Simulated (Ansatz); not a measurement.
# CH3Br2In: geometry optimisation

Aim: relax CH3Br2In at this level.

Method: RKS B3LYP-D4/def2-SVPD; program: Ansatz 0.2.0.

1 further run of the same task is left out (set aside as unsound or not needed).

## 1. The system as given

SMILES `[CH3][In]([Br])[Br]`, 7 atoms, charge 0, spin multiplicity 1.

Atoms are counted from 1 here; the program's logs count them from 0.

Bond lengths: C1–In2 2.162 Å, C1–H5 1.104 Å, C1–H6 1.105 Å, C1–H7 1.106 Å, In2–Br3 2.513 Å, In2–Br4 2.514 Å. Angles: In2–C1–H5 109.1°, In2–C1–H6 108.9°, In2–C1–H7 107.9°, H5–C1–H6 111.0°, H5–C1–H7 110.1°, H6–C1–H7 109.7°, C1–In2–Br3 123.8°, C1–In2–Br4 123.7°, Br3–In2–Br4 112.4°.

Coordinates:

```tsv
atom	x (Å)	y (Å)	z (Å)
C1	-0.14622	1.16419	-0.05522
In2	0.11532	-0.97900	0.05369
Br3	1.98952	-2.09910	1.29853
Br4	-1.41614	-2.63060	-1.06224
H5	-1.19529	1.38756	-0.31821
H6	0.12003	1.60682	0.92135
H7	0.53279	1.55013	-0.83791
```

## 2. Relaxation

input.yaml

```yaml
crystal:
  periodic: [false, false, false]
  atoms:
    - { symbol: C, position_ang: [-0.146219, 1.164185, -0.055215] }
    - { symbol: In, position_ang: [0.115315, -0.979002, 0.053693] }
    - { symbol: Br, position_ang: [1.989522, -2.099102, 1.298533] }
    - { symbol: Br, position_ang: [-1.416142, -2.630595, -1.062235] }
    - { symbol: H, position_ang: [-1.195293, 1.387564, -0.318207] }
    - { symbol: H, position_ang: [0.120026, 1.606819, 0.921354] }
    - { symbol: H, position_ang: [0.532791, 1.55013, -0.837915] }
basis:
  gaussian: { orbitals: def2-SVPD }
hamiltonian:
  xc: { name: B3LYP }
  dispersion: d4
output:
  forces: true
relax:
  f_tol: 0.003
  max_steps: 120
```

The run is started by

```
$ ansatz run input.yaml --threads 1 --pin off --max-ram 2560MiB --backend cpu --events-out ev --progress --plain --runs-dir out
```

**Question.** What will these runs give? Wanted: energy gained; root mean square move; dipole moment.

The runs gave:

| quantity | value |
| --- | --- |
| energy gained | 0.0031 eV |
| root mean square move | 0.006 Å |
| dipole moment | 3.55 D |

In words: Bond lengths: C1–In2 2.161 Å, C1–H5 1.097 Å, C1–H6 1.097 Å, C1–H7 1.098 Å, In2–Br3 2.513 Å, In2–Br4 2.513 Å. Angles: In2–C1–H5 109.1°, In2–C1–H6 108.9°, In2–C1–H7 108.3°, H5–C1–H6 110.9°, H5–C1–H7 110.0°, H6–C1–H7 109.6°, C1–In2–Br3 123.6°, C1–In2–Br4 123.8°, Br3–In2–Br4 112.6°. No frequencies were computed here.
